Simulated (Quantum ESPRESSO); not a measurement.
## AgB2: zone-centre phonons under several settings

```
CELL_PARAMETERS angstrom
3.00000 0.00000 0.00000
-1.50000 2.59808 0.00000
0.00000 0.00000 3.24000
ATOMIC_POSITIONS crystal
Ag 0.00000 0.00000 0.00000
B 0.66667 0.33333 0.50000
B 0.33333 0.66667 0.50000
```

All runs used Quantum ESPRESSO 7.5; potentials JTH 2.0 PBE; k mesh 8 × 8 × 7; relaxed cell; no spin polarisation; cutoff 707 eV; occupations cold, width 0.2 eV.

```tsv
level	volume (Å³/atom)	lowest optical mode without the field (cm⁻¹)	highest optical mode without the field (cm⁻¹)
PBE	?	?	?
PBE+D2	10.44	97i	648
PBE+D3(BJ)	10.34	25	711
rPW86PBE+rVV10	10.93	34i	686
```

**Question.** What stands in the row left open?

**Answer.** Volume 10.71 Å³/atom; lowest optical mode without the field 26i cm⁻¹; highest optical mode without the field 685 cm⁻¹.

Values marked i are imaginary: the cell is unstable against those modes at that level, or the meshes are too thin.

Caveats: the mesh is thin for the phonons of a metal; the volume moved by over 15 % at a fixed basis, so the end points are rough; some modes are imaginary (some runs); pairwise dispersion overbinds metals, which lowers pressure and volume (some runs); the potentials were made for another functional, which shifts forces and pressure (some runs).

For the row left open. Caveat: the mesh is thin for the phonons of a metal; some modes are imaginary; the volume moved by over 15 % at a fixed basis, so the end points are rough.
